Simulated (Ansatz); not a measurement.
# SiI2F2: one species, many methods

Aim: compute SiI2F2 with functionals from several rungs and with coupled cluster, and see how far each lands from CCSD(T) at the basis-set limit for the atomisation energy.

Computed with Ansatz 0.2.0, Gaussian basis. Level: functionals in def2-TZVPP, the program's frozen cores in correlated methods.

The runs, in order: LDA (SPW92), PBE-D4, revPBE-D4, BLYP-D4, r2SCAN-D4, B97M-V, PBE0-D4, B3LYP-D4, r2SCANh-D4, r2SCAN0-D4, HSE06-D4, BHLYP-D4, CAM-B3LYP-D4, LC-ωPBE, ωB97X-V, ωB97M-V, B2PLYP, PBE-QIDH; CCSD(T)/def2-SVP; CCSD(T)/def2-TZVPP; MP2/def2-QZVPP; extrapolation to the limit; RPA on PBE.

## 1. The relaxed structure

All runs share one geometry, relaxed beforehand with PBE0-D4 in a triple-zeta def2 set. I takes the def2 core potential; no spin-orbit term is included.

SMILES `F[Si](F)(I)I`, 5 atoms, charge 0, spin multiplicity 1.

Atoms are counted from 1 here; the program's logs count them from 0.

Bond lengths: F1–Si2 1.578 Å, Si2–F3 1.578 Å, Si2–I4 2.400 Å, Si2–I5 2.400 Å. Angles: F1–Si2–F3 106.9°, F1–Si2–I4 109.0°, F1–Si2–I5 109.0°, F3–Si2–I4 109.0°, F3–Si2–I5 109.1°, I4–Si2–I5 113.6°.

## 2. LDA

This LDA is Slater exchange with PW92 correlation.

in.yaml reads:

```yaml
crystal:
  periodic: [false, false, false]
  atoms:
    - {symbol: F, position_ang: [1.308726, -1.066162, 0.018904]}
    - {symbol: Si, position_ang: [0.066241, -0.097386, 0.103157]}
    - {symbol: F, position_ang: [-0.469409, -0.167181, 1.585602]}
    - {symbol: I, position_ang: [-1.643870, -0.885964, -1.384683]}
    - {symbol: I, position_ang: [0.788214, 2.143193, -0.364381]}
basis:
  gaussian: {orbitals: def2-TZVPP}
hamiltonian: {xc: lda}
output: {orbitals: {seedname: orbitals}}
```

The run is started by

```
$ ansatz run in.yaml --threads 4 --pin off --events-out ev --progress --plain --max-ram 10444MiB
```

Further steps of the session: PBE-D4 (GGA); revPBE-D4 (GGA); BLYP-D4 (GGA); r2SCAN-D4 (meta-GGA); B97M-V (meta-GGA); PBE0-D4 (hybrid); B3LYP-D4 (hybrid); r2SCANh-D4 (hybrid); r2SCAN0-D4 (hybrid); HSE06-D4 (hybrid); BHLYP-D4 (hybrid); CAM-B3LYP-D4 (range-separated); LC-ωPBE (range-separated); ωB97X-V (range-separated); ωB97M-V (range-separated); B2PLYP (double hybrid); PBE-QIDH (double hybrid); CCSD(T) in def2-SVP; CCSD(T) in def2-TZVPP; MP2 in def2-QZVPP; RPA on PBE orbitals.

Q: Predict the results of all the runs planned. Wanted: atomisation energy, CCSD(T)/CBS; farthest beyond LDA; mean size of error, GGA; mean size of error, meta-GGA; mean size of error, hybrid; mean size of error, range-separated; mean size of error, double hybrid; gap, smallest and largest; T1 diagnostic.

As calculated:

| quantity | value |
| --- | --- |
| atomisation energy, CCSD(T)/CBS | 1757.3 kJ/mol |
| functionals within 17.6 kJ/mol (1.0 %) | PBE-D4 |
| farthest beyond LDA | BHLYP-D4 (-126.8 kJ/mol) |
| mean size of error, GGA | 39.4 kJ/mol |
| mean size of error, meta-GGA | 27.9 kJ/mol |
| mean size of error, hybrid | 64.8 kJ/mol |
| mean size of error, range-separated | 46.8 kJ/mol |
| mean size of error, double hybrid | 52.9 kJ/mol |
| gap, smallest and largest | 4.42 eV (BLYP-D4), 11.21 eV (LC-ωPBE) |
| T1 diagnostic | 0.0097 |
| triples share of the correlation energy | 2.5 % |

What this shows: The LDA atomisation energy is off by 263.5 kJ/mol (15 %): it overbinds. PBE-D4 misses by +6.9 kJ/mol. Double hybrids carry the basis error of their MP2 part in triple zeta, and no dispersion term here, so their miss is partly the set-up's. By mean error the best rung here is meta-GGA (27.9 kJ/mol) and the worst beyond LDA is hybrid (64.8 kJ/mol). The mean of the hybrids holds BHLYP, with half exact exchange. RPA and LDA stand outside this count. The reference freezes the cores and leaves out spin-orbit coupling and excitations past (T), and its outer-core shells are covered unevenly, so misses under about 17.6 kJ/mol can't be ranked. All levels share the lack of spin-orbit coupling, which lowers the free heavy atoms and so the true binding. Hartree-Fock recovers 70 % of the binding; the rest is correlation. CCSD(T) in def2-SVP is off by -235.8 kJ/mol, more than most functionals: a good method in a small basis is no reference. The gap grows from 4.4 to 11.2 eV across the functionals, mostly with the share of exact exchange. Correlated methods include outer-core shells of I, which these sets cover unevenly.
